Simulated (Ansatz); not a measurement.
**GeP4: from a guess to a relaxed structure**

The task: take a trial cell of GeP4 to zero force and stress.

Program: Ansatz 0.2.0. Level of theory: DFT PBE, scalar-relativistic, plane waves, PAW. These are calculated values, not measurements.

## (1) The structure to begin with

The structure is tetragonal, space group I4/mmm (No. 139). Conventional cell: a = 4.562 Å, b = 4.562 Å, c = 11.351 Å, α = 90.00°, β = 90.00°, γ = 90.00°. Ge (site symmetry 4/mmm) has 16 P at 3.50 to 3.64 Å as nearest neighbours. P (site symmetry -4m2) has 8 P at 2.72 to 3.23 Å and 4 Ge at 3.64 Å as nearest neighbours. P (site symmetry 4mm) is surrounded by 5 P at 2.72 Å and 4 Ge at 3.50 Å.

Structure file:

```
Ge P
1.0
    -2.28083    2.28083    5.67551
     2.28083   -2.28083    5.67551
     2.28083    2.28083   -5.67551
Ge P
1 4
Direct
  0.00000 0.00000 0.00000
  0.25000 0.75000 0.50000
  0.75000 0.25000 0.50000
  0.38006 0.38006 0.00000
  0.61994 0.61994 0.00000
```

Recipe of the guess: species swapped into a database cell of BaAl4 (I4/mmm, No. 139), with Ge on the Ba sites and P on the Al sites. The dimensions are guesses.

## (2) A first look at the guess

Contents of input.yaml:

```yaml
crystal:
  lattice:
    - [-2.28082965, 2.28082965, 5.6755146]
    - [2.28082965, -2.28082965, 5.6755146]
    - [2.28082965, 2.28082965, -5.6755146]
  atoms:
    - { symbol: Ge, position: [0.0, 0.0, 0.0] }
    - { symbol: P, position: [0.25, 0.75, 0.5] }
    - { symbol: P, position: [0.75, 0.25, 0.5] }
    - { symbol: P, position: [0.38006011, 0.38006011, 0.0] }
    - { symbol: P, position: [0.61993989, 0.61993989, 0.0] }
basis:
  ecutwfc: 420
kpoints:
  mp_grid: { grid: [6, 6, 6] }
hamiltonian:
  xc: pbe
scf:
  occupations: { method: gaussian, width: 0.1 }
  lower_state_search: "off"
output:
  forces: true
  stress: true
  eigenvalues: true
```

Started as:

```sh
ansatz run input.yaml --threads 1 --pin off --max-ram 2560MiB --backend cpu --events-out ev --progress --plain --runs-dir out
```

The log of the run, cut to the lines that bear on the results:

```text
[...]
SCF converged after 7 iterations
Free energy (F): -7312.839958 eV
[...]
E sigma→0 (E₀):  -7312.827535 eV
Entropy (-TS):   -0.024848 eV (-4.970 meV/atom)
Fermi energy:    5.909123 eV
[...]
--- Forces (eV/Å), atoms counted from 1 ---
  atom   1  Ge     0.00000000    -0.00000000     0.00000000
  atom   2  P      0.00000000    -0.00000000     0.00000000
  atom   3  P      0.00000000    -0.00000000     0.00000000
  atom   4  P      0.00000000     0.00000000    -1.23989380
  atom   5  P      0.00000000     0.00000000     1.23989380
[...]
--- Stress (GPa, compression-positive) ---
      -11.490871       0.000000       0.000000
        0.000000     -11.490871       0.000000
        0.000000      -0.000000     -12.617754
  P = ⅓ Tr σ = -11.8665 GPa (-118.665 kbar)
--- Band table (eV; the first three rows and the last of 30) ---
  k-point 0: bands = ["-19.5668", "-19.5633", "-19.5633", "-19.5554", "-19.5549", "-7.3216", "-3.8590", "-2.7488", "-2.6945", "-1.3573", "1.2722", "1.2722", "3.0735", "3.0735", "3.6040", "4.7430", "4.8734", "6.1306", "6.1306", "6.5304", "8.5687", "8.5687"]
[...]
```

Wall time 3.9 s (1 thread of Arm Neoverse V2, shared host); peak memory 0.37 GiB.

The probe gives pressure -11.9 GPa, largest force 1.24 eV/Å, gap on this mesh none (metal). A cheap, loose relaxation comes first.

## (3) A loose first relaxation

input.yaml, as its differences from that of step 2:

```diff
@@ -24 +24,6 @@
   eigenvalues: true
+relax:
+  adjacent_minimum: "off"
+  f_tol: 0.04
+  max_steps: 70
+  cell: { stress_tol: 0.4 }
```

Started as:

```sh
ansatz run input.yaml --threads 1 --pin off --max-ram 2560MiB --backend cpu --events-out ev --progress --plain --runs-dir out
```

The log of the run:

```text
Warning: RAYON_NUM_THREADS=1 ignored (pool sized by the plan → 1); use --threads N
basis.fft_grid_basis auto: the FFT boxes are laid along the combinations [[1, 0, 1], [0, 1, 1], [0, 0, 1]] of the cell's own vectors, 4.562, 4.562 and 6.528 Å long. The dense box has 32×32×45 points. Along the cell's own vectors, as sized, it would have 45×45×45, 1.98 times as many. Of the 16 symmetry operations that the crystal satisfies within crystal.symmetry.tolerance (time reversal apart; of a slab, those that keep its plane) the dense box along the cell's own vectors carries 16, and the one as laid loses 12 of those. basis.fft_grid_basis: typed keeps the cell's own vectors: state it where this run's energies or levels are differenced outside the engine with another run's, or held beside a run that keeps those vectors.
Engine: ansatz 0.2.0, aarch64-unknown-linux-gnu
Pseudopotentials: kind: paw
Pseudopotential: Ge, paw, valence charge 14, recommended cutoff 420 eV (normal), Ge.paw.azcp
Pseudopotential: P, paw, valence charge 5, recommended cutoff 420 eV (normal), P.paw.azcp
Functional definition: PBE
  parameter kappa = 0.804
  parameter beta = 0.06672455060314922
  exchange = pbe_x(kappa = kappa, mu = beta*pi^2/3)
  correlation = pbe_c(beta = beta)
Crystal: 5 atoms, lattice volume = 118.100 Å³
Basis set: ecut = 420 eV, 2339 PW (Γ), FFT grids on a1+a3, a2+a3, a3, exchange–correlation on 64×64×90 points (8 copies of the dense FFT grid, shifted against one another)
Bands: 22, of which v1, the nominal top of the filled ones, is band 17 counted from 1 (16 counted from 0)
Symmetry: 16 space group operations
Space group: I4/mmm (ITA 139), of the structure as read, at distance tolerance 4.9e-5 Å
k-points: 30 of 216
Non-local potential: Ge, projectors of the file, l = 0: 2, l = 1: 2, l = 2: 3, l = 3: 1
Non-local potential: P, projectors of the file, l = 0: 2, l = 1: 2, l = 2: 2
PAW form: soft (Blöchl's): semilocal exchange-correlation on the pseudo side does not see the compensation charge
PAW one-centre angular grid: Ge, 590 points (default); XC on 64 Gauss nodes
PAW one-centre angular grid: P, 110 points (default); XC on 64 Gauss nodes
Initial density: superposition of atomic densities (neutral atoms: chi_scale 0, normalization atom), corrected by the library's trained network
Initial wavefunctions: pseudopotential atomic-orbital guess
Functional: x = pbe(κ = 0.804, μ = 0.2195149727645171), c = pbe(β = 0.06672455060314922)
SCF iter   1: F=—  HF=-7312.844800 eV  |F-HF|=—  |Δ(HF+E_count)|=         —  Δρ=3.08e-3  dr2=1.82e-2  ethr=1.77e-3  ⟨swp⟩=7.8  Hψ=3625  notcnv=0
preconditioner: auto → Kerker (q_TF=auto, 2.217 Å⁻¹)  [metal: Δε(μ)=0.034 eV  Ē_g=6.782 eV  σ=0.100 eV  W_gap=0.18  n_scr=24 (ndim 8)  ℏωp=16.7 eV  f_vac=0.000  D(μ)=4.87/eV (n_scr^D=32)]
SCF iter   2: F=—  HF=-7312.840111 eV  |F-HF|=—  |Δ(HF+E_count)|=   4.69e-3  Δρ=1.45e-3  dr2=2.87e-3  ethr=5.36e-5  ⟨swp⟩=1.9  Hψ=1134  notcnv=0
SCF iter   3: F=—  HF=-7312.839963 eV  |F-HF|=—  |Δ(HF+E_count)|=   1.48e-4  Δρ=4.56e-4  dr2=3.55e-4  ethr=8.45e-6  ⟨swp⟩=2.5  Hψ=1005  notcnv=0
SCF iter   4: F=—  HF=-7312.839971 eV  |F-HF|=—  |Δ(HF+E_count)|=   7.71e-6  Δρ=1.10e-4  dr2=2.05e-5  ethr=1.05e-6  ⟨swp⟩=2.2  Hψ=1022  notcnv=0
SCF iter   5: F=—  HF=-7312.839959 eV  |F-HF|=—  |Δ(HF+E_count)|=   1.15e-5  Δρ=5.69e-5  dr2=6.74e-6  ethr=6.03e-8  ⟨swp⟩=2.0  Hψ=1175  notcnv=0
SCF iter   6: F=—  HF=-7312.839958 eV  |F-HF|=—  |Δ(HF+E_count)|=   1.19e-6  Δρ=1.85e-5  dr2=6.86e-7  ethr=1.98e-8  ⟨swp⟩=2.0  Hψ=1181  notcnv=0
SCF iter   7: F=-7312.839958 eV  HF=-7312.839958 eV  |F-HF|=1.69e-8  |Δ(HF+E_count)|=   1.41e-7  Δρ=7.57e-6  dr2=9.15e-8  ethr=2.94e-10  ⟨swp⟩=7.7  Hψ=3250  notcnv=0
SCF 1 converged in 7 iterations: F = -7312.839958 eV  dr2 = 9.15e-8
relax step   1: F+E_penalty+E_count = -7312.83995837 eV  Δ(F+E_penalty+E_count) = +0.000e0 eV  max|allowed force component| = 1.240e0 eV/Å  Δτ_max = 0.0000 Å  P = -11.866 GPa  Ω = 118.100 Å³  (7 SCF iters, dr2 threshold 1.00e-7 eV, accepted)
Crystal: 5 atoms, lattice volume = 103.223 Å³
Basis set: ecut = 420 eV, 2067 PW (Γ), FFT grids on a1+a3, a2+a3, a3, exchange–correlation on 64×64×90 points (8 copies of the dense FFT grid, shifted against one another)
Initial density: handed on by an earlier stage of this run
Initial wavefunctions: those handed on with the density
iter 1 solved again at ethr=6.55e-5 eV; its pass at ethr=3.10e-3 eV (dr2=2.23e-2 eV) is discarded
SCF iter   1: F=—  HF=-7314.047292 eV  |F-HF|=—  |Δ(HF+E_count)|=         —  Δρ=5.03e-3  dr2=2.23e-2  ethr=6.55e-5  ⟨swp⟩=1.9  Hψ=4670  notcnv=0
preconditioner: auto → Kerker (q_TF=auto, 2.267 Å⁻¹)  [metal: Δε(μ)=0.002 eV  Ē_g=7.432 eV  σ=0.100 eV  W_gap=0.01  n_scr=22 (ndim 8)  ℏωp=17.9 eV  f_vac=0.000  D(μ)=5.26/eV (n_scr^D=36)]
SCF iter   2: F=—  HF=-7314.045557 eV  |F-HF|=—  |Δ(HF+E_count)|=   1.74e-3  Δρ=3.06e-3  dr2=7.88e-3  ethr=6.55e-5  ⟨swp⟩=1.0  Hψ=660  notcnv=0
SCF iter   3: F=—  HF=-7314.044905 eV  |F-HF|=—  |Δ(HF+E_count)|=   6.51e-4  Δρ=3.31e-4  dr2=1.43e-4  ethr=2.32e-5  ⟨swp⟩=2.4  Hψ=959  notcnv=0
SCF iter   4: F=—  HF=-7314.044911 eV  |F-HF|=—  |Δ(HF+E_count)|=   5.33e-6  Δρ=1.01e-4  dr2=1.50e-5  ethr=4.20e-7  ⟨swp⟩=2.0  Hψ=1168  notcnv=0
SCF iter   5: F=—  HF=-7314.044914 eV  |F-HF|=—  |Δ(HF+E_count)|=   2.89e-6  Δρ=5.96e-5  dr2=4.02e-6  ethr=4.42e-8  ⟨swp⟩=2.0  Hψ=1173  notcnv=0
SCF iter   6: F=-7314.044912 eV  HF=-7314.044912 eV  |F-HF|=7.42e-8  |Δ(HF+E_count)|=   1.99e-6  Δρ=1.81e-5  dr2=4.50e-7  ethr=1.47e-9  ⟨swp⟩=5.0  Hψ=3332  notcnv=0
SCF 2 converged in 6 iterations: F = -7314.044912 eV  dr2 = 4.50e-7
relax step   2: F+E_penalty+E_count = -7314.04491159 eV  Δ(F+E_penalty+E_count) = -1.205e0 eV  max|allowed force component| = 1.298e0 eV/Å  Δτ_max = 0.0946 Å  P = -8.372 GPa  Ω = 103.223 Å³  energy of the carried Pulay correction = +1.691e-3 eV  (6 SCF iters, dr2 threshold 5.00e-7 eV, accepted)
Crystal: 5 atoms, lattice volume = 93.384 Å³
Basis set: ecut = 420 eV, 1797 PW (Γ), FFT grids on a1+a3, a2+a3, a3, exchange–correlation on 64×64×90 points (8 copies of the dense FFT grid, shifted against one another)
iter 1 solved again at ethr=5.63e-4 eV; its pass at ethr=3.10e-3 eV (dr2=1.91e-1 eV) is discarded
SCF iter   1: F=—  HF=-7314.833445 eV  |F-HF|=—  |Δ(HF+E_count)|=         —  Δρ=1.05e-2  dr2=1.93e-1  ethr=5.63e-4  ⟨swp⟩=1.3  Hψ=4567  notcnv=0
preconditioner: auto → Kerker (q_TF=auto, 2.305 Å⁻¹)  [metal: Δε(μ)=0.031 eV  Ē_g=8.118 eV  σ=0.100 eV  W_gap=0.17  n_scr=14 (ndim 8)  ℏωp=18.8 eV  f_vac=0.000  D(μ)=3.41/eV (n_scr^D=32)]
SCF iter   2: F=—  HF=-7314.806367 eV  |F-HF|=—  |Δ(HF+E_count)|=   2.71e-2  Δρ=5.77e-3  dr2=4.75e-2  ethr=5.63e-4  ⟨swp⟩=1.5  Hψ=696  notcnv=0
SCF iter   3: F=—  HF=-7314.798153 eV  |F-HF|=—  |Δ(HF+E_count)|=   8.21e-3  Δρ=1.10e-3  dr2=1.49e-3  ethr=1.40e-4  ⟨swp⟩=2.7  Hψ=1058  notcnv=0
SCF iter   4: F=—  HF=-7314.797899 eV  |F-HF|=—  |Δ(HF+E_count)|=   2.54e-4  Δρ=4.65e-4  dr2=3.03e-4  ethr=4.39e-6  ⟨swp⟩=2.2  Hψ=1148  notcnv=0
SCF iter   5: F=—  HF=-7314.797800 eV  |F-HF|=—  |Δ(HF+E_count)|=   9.85e-5  Δρ=1.84e-4  dr2=5.22e-5  ethr=8.91e-7  ⟨swp⟩=2.0  Hψ=1147  notcnv=0
SCF iter   6: F=—  HF=-7314.797806 eV  |F-HF|=—  |Δ(HF+E_count)|=   5.49e-6  Δρ=6.30e-5  dr2=6.00e-6  ethr=1.53e-7  ⟨swp⟩=2.2  Hψ=1139  notcnv=0
SCF iter   7: F=-7314.797807 eV  HF=-7314.797807 eV  |F-HF|=1.14e-7  |Δ(HF+E_count)|=   1.11e-6  Δρ=1.54e-5  dr2=2.06e-7  ethr=1.47e-9  ⟨swp⟩=6.3  Hψ=3645  notcnv=0
SCF 3 converged in 7 iterations: F = -7314.797807 eV  dr2 = 2.06e-7
relax step   3: F+E_penalty+E_count = -7314.79780720 eV  Δ(F+E_penalty+E_count) = -7.529e-1 eV  max|allowed force component| = 7.212e-1 eV/Å  Δτ_max = 0.1951 Å  P = -1.913 GPa  Ω = 93.384 Å³  energy of the carried Pulay correction = +2.940e-3 eV  (7 SCF iters, dr2 threshold 5.00e-7 eV, accepted)
[... from here on, the SCF cycles and remarks between the steps are left out ...]
relax step   4: F+E_penalty+E_count = -7315.02658861 eV  Δ(F+E_penalty+E_count) = -2.288e-1 eV  max|allowed force component| = 2.076e-1 eV/Å  Δτ_max = 0.1946 Å  P = +1.536 GPa  Ω = 91.009 Å³  energy of the carried Pulay correction = +3.260e-3 eV  (7 SCF iters, dr2 threshold 5.00e-7 eV, accepted)
relax step   5: F+E_penalty+E_count = -7315.25395280 eV  Δ(F+E_penalty+E_count) = -2.274e-1 eV  max|allowed force component| = 6.949e-1 eV/Å  Δτ_max = 0.0568 Å  P = +0.946 GPa  Ω = 90.504 Å³  energy of the carried Pulay correction = +3.328e-3 eV  (6 SCF iters, dr2 threshold 5.00e-7 eV, accepted)
relax step   6: F+E_penalty+E_count = -7315.51374509 eV  Δ(F+E_penalty+E_count) = -2.598e-1 eV  max|allowed force component| = 1.852e-1 eV/Å  Δτ_max = 0.0598 Å  P = -0.478 GPa  Ω = 88.693 Å³  energy of the carried Pulay correction = +3.578e-3 eV  (7 SCF iters, dr2 threshold 5.00e-7 eV, accepted)
relax step   7: F+E_penalty+E_count = -7315.64611745 eV  Δ(F+E_penalty+E_count) = -1.324e-1 eV  max|allowed force component| = 1.152e-1 eV/Å  Δτ_max = 0.0192 Å  P = +0.242 GPa  Ω = 85.560 Å³  energy of the carried Pulay correction = +4.020e-3 eV  (7 SCF iters, dr2 threshold 5.00e-7 eV, accepted)
relax step   8: F+E_penalty+E_count = -7315.66156960 eV  Δ(F+E_penalty+E_count) = -1.545e-2 eV  max|allowed force component| = 7.170e-2 eV/Å  Δτ_max = 0.0127 Å  P = +0.145 GPa  Ω = 84.834 Å³  energy of the carried Pulay correction = +4.125e-3 eV  (6 SCF iters, dr2 threshold 5.00e-7 eV, accepted)
relax step   9: F+E_penalty+E_count = -7315.74968895 eV  Δ(F+E_penalty+E_count) = -8.812e-2 eV  max|allowed force component| = 4.148e-1 eV/Å  Δτ_max = 0.0466 Å  P = -0.020 GPa  Ω = 82.120 Å³  energy of the carried Pulay correction = +4.522e-3 eV  (7 SCF iters, dr2 threshold 5.00e-7 eV, accepted)
relax step  10: F+E_penalty+E_count = -7315.59665325 eV  Δ(F+E_penalty+E_count) = +1.530e-1 eV  max|allowed force component| = 2.083e-1 eV/Å  Δτ_max = 0.0229 Å  P = +1.607 GPa  Ω = 80.304 Å³  energy of the carried Pulay correction = +4.794e-3 eV  (6 SCF iters, dr2 threshold 5.00e-7 eV, rejected (line search))
relax step  11: F+E_penalty+E_count = -7315.75824158 eV  Δ(F+E_penalty+E_count) = -8.553e-3 eV  max|allowed force component| = 7.622e-2 eV/Å  Δτ_max = 0.0546 Å  P = -1.034 GPa  Ω = 83.165 Å³  energy of the carried Pulay correction = +4.368e-3 eV  (7 SCF iters, accepted)
relax step  12: F+E_penalty+E_count = -7315.76318465 eV  Δ(F+E_penalty+E_count) = -4.943e-3 eV  max|allowed force component| = 2.658e-3 eV/Å  Δτ_max = 0.0095 Å  P = -0.043 GPa  Ω = 82.181 Å³  energy of the carried Pulay correction = +4.513e-3 eV  (6 SCF iters, dr2 threshold 5.00e-7 eV, accepted)
Basis set: ecut = 420 eV, 1621 PW (Γ), FFT grids on a1+a3, a2+a3, a3, exchange–correlation on 64×64×72 points (8 copies of the dense FFT grid, shifted against one another)
Initial wavefunctions: pseudopotential atomic-orbital guess (no wavefunctions were taken with the density)
iter 1 solved again at ethr=9.39e-8 eV; its pass at ethr=3.10e-3 eV (dr2=3.19e-5 eV) is discarded
SCF iter   1: F=—  HF=-7315.761225 eV  |F-HF|=—  |Δ(HF+E_count)|=         —  Δρ=3.20e-4  dr2=2.72e-6  ethr=9.39e-8  ⟨swp⟩=4.2  Hψ=5356  notcnv=0
preconditioner: auto → none  [insulator: Δε(μ)=0.117 eV  Ē_g=8.573 eV  σ=0.100 eV  W_gap=0.59  n_scr=14 (ndim 8)  ℏωp=20.1 eV  f_vac=0.000  D(μ)=0.80/eV (n_scr^D=0)  ε∞_Penn≈6.5]
SCF iter   2: F=—  HF=-7315.761697 eV  |F-HF|=—  |Δ(HF+E_count)|=   4.72e-4  Δρ=1.65e-4  dr2=1.25e-6  ethr=8.00e-9  ⟨swp⟩=2.0  Hψ=1162  notcnv=0
SCF iter   3: F=—  HF=-7315.761842 eV  |F-HF|=—  |Δ(HF+E_count)|=   1.45e-4  Δρ=4.07e-5  dr2=8.47e-8  ethr=3.69e-9  ⟨swp⟩=2.1  Hψ=1151  notcnv=0
iter 4 did not close the SCF: its close was put off for the readings that it lacked (scf_convergence_deferred on its scf_iter line)
SCF iter   4: F=-7315.761852 eV  HF=-7315.761852 eV  |F-HF|=3.11e-8  |Δ(HF+E_count)|=   9.76e-6  Δρ=3.00e-6  dr2=2.20e-9  ethr=2.49e-10  ⟨swp⟩=2.0  Hψ=1179  notcnv=0
iter 5 did not close the SCF: its close was put off for the readings that it lacked (scf_convergence_deferred on its scf_iter line)
SCF iter   5: F=-7315.761852 eV  HF=-7315.761852 eV  |F-HF|=3.04e-10  |Δ(HF+E_count)|=   3.12e-8  Δρ=6.24e-7  dr2=1.65e-10  ethr=6.46e-12  ⟨swp⟩=2.7  Hψ=1056  notcnv=0
SCF iter   6: F=-7315.761852 eV  HF=-7315.761852 eV  |F-HF|=3.64e-12  |Δ(HF+E_count)|=  3.33e-10  Δρ=9.97e-8  dr2=1.11e-11  ethr=1.00e-12  ⟨swp⟩=3.8  Hψ=2722  notcnv=0
SCF 13 converged in 6 iterations: F = -7315.761852 eV  dr2 = 1.11e-11
relax step  13: F+E_penalty+E_count = -7315.76185206 eV  Δ(F+E_penalty+E_count) = +1.333e-3 eV  max|allowed force component| = 2.533e-3 eV/Å  Δτ_max = 0.0000 Å  P = -0.050 GPa  Ω = 82.181 Å³  stress off target by 6.32e-2 GPa  SCF on the basis re-selected at this cell (its energy is not comparable with the rows above)  (6 SCF iters)
basis re-selected at this cell: Δ(F+E_penalty+E_count) = +1.333e-3 eV, ΔP = -0.007 GPa vs the last step (what re-selecting the basis moved, of the pressure what is left beyond the Pulay correction that the steps carried, after the strain that the cell walked since its last selection, with what the two solves' SCF thresholds leave and, on support functions, any second-order correction that the steps lacked; it is no measure of the basis error at this ecutwfc). The dense FFT grid was sized anew with the basis: this SCF ran on 32×32×36 points, the steps before it on 32×32×45, so part of this shift can come from that change (see relax.cell in the input reference). This SCF's stress stands 6.32e-2 GPa from its target on what of the cell is left free (relax.cell.stress_tol is 4.00e-1 GPa) and its largest allowed force component is 2.53e-3 eV/Å (relax.f_tol is 4.00e-2 eV/Å): within both
SCF converged after 6 iterations
Free energy (F): -7315.761852 eV
Harris-Foulkes:  -7315.761852 eV  (|F-HF|=3.64e-12)
Internal energy: -7315.757860 eV  (E = F + TS)
E sigma→0 (E₀):  -7315.759856 eV
Entropy (-TS):   -0.003992 eV (-0.798 meV/atom)
Fermi energy:    10.120306 eV
--- Per-component energies (eV) ---
  E_band       = -56.883241
  E_kinetic    = 392.155021
  E_local      = -2659.176448  (includes V_loc(G=0)·N_el)
  E_nonlocal   = 547.839412
  E_hartree    = 1152.715163
  E_xc         = -322.131435
  E_vxc        = -308.720725  (∫ρ·V_xc dr)
  E_paw        = -4292.195951  (= ΣΔE_a)
  E_vpaw       = -334.411189  (= ΣTr[D̂ρ^β])
  E_aug_tail   = 0.000321  (compensation charges beyond the density's cutoff)
  E_ewald      = -2134.963942
  E_smearing   = -0.003992  (= −TS)
  E_closure    = -0.000000  (closes the sum)
  Σ components = -7315.761852   (vs F -7315.761852, Δ=0.00e0)
--- Forces (eV/Å), atoms counted from 1 ---
  atom   1  Ge    -0.00000000     0.00000000     0.00000000
  atom   2  P      0.00000000     0.00000000     0.00000000
  atom   3  P      0.00000000     0.00000000     0.00000000
  atom   4  P      0.00000000     0.00000000     0.00253297
  atom   5  P      0.00000000     0.00000000    -0.00253297
  max |Σ_I F_I| component: 1.58e-30 eV/Å
--- Stress (GPa, compression-positive) ---
       -0.042725       0.000000       0.000000
        0.000000      -0.042725      -0.000000
       -0.000000      -0.000000      -0.063249
  P = ⅓ Tr σ = -0.0496 GPa (-0.496 kbar)
--- Band table (eV; the first three rows and the last of 30) ---
  k-point 0: bands = ["-14.6653", "-14.6541", "-14.6538", "-14.6520", "-14.6520", "-5.6154", "0.4093", "0.7824", "2.4554", "3.2068", "3.2068", "4.2744", "5.4848", "5.9740", "5.9740", "7.6413", "7.7034", "8.4440", "8.4440", "12.3159", "14.2220", "16.2279"]
  k-point 1: bands = ["-14.6652", "-14.6539", "-14.6537", "-14.6523", "-14.6519", "-5.2640", "-0.3074", "-0.0922", "1.7409", "3.2551", "4.2554", "4.7306", "5.5108", "5.6051", "6.1457", "7.1805", "8.4625", "9.7090", "10.3461", "12.7425", "14.2318", "14.5481"]
  k-point 2: bands = ["-14.6650", "-14.6542", "-14.6529", "-14.6529", "-14.6514", "-4.2304", "-1.1539", "-1.0165", "-0.1745", "1.8490", "4.6578", "5.8452", "6.1929", "7.5369", "8.0242", "8.1787", "10.2110", "10.4385", "11.2785", "11.9376", "12.4050", "13.1634"]
  k-point 29: bands = ["-14.6653", "-14.6547", "-14.6536", "-14.6510", "-14.6510", "-4.5763", "-1.8083", "0.3651", "0.3904", "2.3403", "2.3403", "6.6941", "6.8779", "6.8779", "8.1423", "9.7767", "9.8945", "10.9691", "12.0300", "12.0300", "13.2364", "13.5258"]
--- Relaxed structure (12 steps of the walk, 11 accepted, 1 SCFs on fresh bases) ---
  F+E_penalty+E_count = -7315.76185206 eV   max|allowed force component| = 2.533e-3 eV/Å   (the final SCF, on the basis selected at the relaxed cell)
  cell:  # Å, volume = 82.1812 Å³
    - [-2.3146490299536753, 2.3146490299536753, 3.83479636145805]
    - [2.3146490299536753, -2.3146490299536753, 3.83479636145805]
    - [2.3146490299536753, 2.3146490299536753, -3.83479636145805]
  atoms:
    - { symbol: Ge, position: [-6.418659022657252e-19, -6.418659022657256e-19, -4.985911362779332e-34] }
    - { symbol: P, position: [0.24999999999999994, 0.7500000000000001, 0.5000000000000001] }
    - { symbol: P, position: [0.7500000000000001, 0.24999999999999994, 0.5000000000000001] }
    - { symbol: P, position: [0.3406079790765554, 0.3406079790765554, -1.0193087786078804e-33] }
    - { symbol: P, position: [0.6593920209234446, 0.6593920209234446, -9.74871931460499e-34] }
```

Wall time 57 s (1 thread of Arm Neoverse V2, shared host); peak memory 0.39 GiB.

Step by step:

```csv
step,E - E(step 1) (eV/cell),largest force component (eV/Å),pressure (GPa),volume (Å³)
1,0.0000,1.2399,-11.87,118.10
2,-1.2050,1.2976,-8.37,103.22
3,-1.9578,0.7212,-1.91,93.38
4,-2.1866,0.2076,1.54,91.01
5,-2.4140,0.6949,0.95,90.50
6,-2.6738,0.1852,-0.48,88.69
7,-2.8062,0.1152,0.24,85.56
8,-2.8216,0.0717,0.15,84.83
9,-2.9097,0.4148,-0.02,82.12
10,-2.7567,0.2083,1.61,80.30
11,-2.9183,0.0762,-1.03,83.17
12,-2.9232,0.0027,-0.04,82.18
13,-2.9219,0.0025,-0.05,82.18
```

Step 1 is the start. Step 13 repeats the geometry before it on a plane-wave basis chosen anew for that cell, so its energy need not be comparable with the rows above. Step 10 was tried and not accepted.

Lengths and angles in the start's conventional setting:

|  | before | after | change |
| --- | --- | --- | --- |
| a (Å) | 4.562 | 4.629 | +1.5 % |
| b (Å) | 4.562 | 4.629 | +1.5 % |
| c (Å) | 11.351 | 7.670 | -32.4 % |
| volume (Å³/atom) | 23.62 | 16.44 | -30.4 % |
| shortest distance (Å) | 2.717 | 2.417 | -11.0 % |
| space group (0.01 Å) | I4/mmm | I4/mmm | same |

Forces and stress were held to the start's 16 operations: a distortion of lower symmetry was not tested.

(Part 1 of 2 ends here.)
